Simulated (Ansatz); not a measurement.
C2H2FSn, SMILES C#[C][SnH][F], a polarisability from point charges

Computed with Ansatz 0.2.0, Python API.

The cells in order, each with its output:

**Cell 1**
```python
import ansatz
import numpy as np
```

**Cell 2**
```python
BASIS_SET = "def2-SVP"
FUNCTIONAL = "b3lyp"
```

**Cell 3**
```python
system = (
    ansatz.Crystal.molecule()
    .atom("C", [-0.0447, 0.9115, -1.6284])
    .atom("C", [0.1371, 0.319, -0.6434])
    .atom("Sn", [0.514, -0.7785, 1.0762])
    .atom("F", [-0.5953, -2.2809, 1.1906])
    .atom("H", [-0.2967, 1.5063, -2.5339])
    .atom("H", [0.3278, 0.2585, 2.4928])
)
```

**Cell 4**
```python
calc = (
    system.calculation()
    .basis(gaussian=BASIS_SET)
    .functional(FUNCTIONAL)
    .spin("collinear", total=1)
    .forces()
)
centre = np.mean([site.position_ang for site in system.cartesian_sites], axis=0)
field = 2 * 14.399645 * 4.0 / 30.0 ** 2
```

**Cell 5**
```python
def dipole(axis, sign):
    arm = 30.0 * np.eye(3)[axis]
    pair = [{"charge": sign * 4.0, "position_ang": (centre - arm).tolist()}, {"charge": -sign * 4.0, "position_ang": (centre + arm).tolist()}]
    deck = calc.input().set(ansatz.key.basis.gaussian.point_charges, pair)
    return np.array(ansatz.Session.from_dict(deck).plan().execute().report["charge_distribution"]["dipole_moment_e_ang"])
```

**Cell 6**
```python
print(f"field {field:.4f} V/A")
alpha = np.array([(dipole(axis, 1) - dipole(axis, -1)) / (2 * field) * 14.399645 for axis in range(3)])
print("polarisability tensor (A^3)")
print(np.array2string(alpha, precision=3, suppress_small=True))
print(f"mean {np.trace(alpha) / 3:.3f} A^3 = {np.trace(alpha) / 3 / 0.14818471:.2f} bohr^3")
```
Output:
```text
field 0.1280 V/A
polarisability tensor (A^3)
[[ 4.89  -0.293  0.722]
 [-0.284  7.246 -1.989]
 [ 0.732 -1.984 10.303]]
mean 7.480 A^3 = 50.48 bohr^3
```

Reading the output:
- The geometry is a force-field or estimated start, not a minimum of this method, and the basis set is short of its limit. The field of two point charges is only nearly even.
- def2 sets replace the cores of elements past krypton by effective core potentials.
- The species is open-shell (spin multiplicity 2).
- b3lyp holds the VWN-RPA fit, as in Gaussian; the form of ORCA and Turbomole is b3lyp5.
- Without diffuse functions polarisabilities are unreliable, as a rule too low, and they change with the bond lengths of this unrelaxed start.
- Hardware and time: 24 s on 1 thread of Arm Neoverse V2, with other jobs on the host, peak memory 0.27 GiB.

(Lines on the test bed's own set-up are left out of the output.)
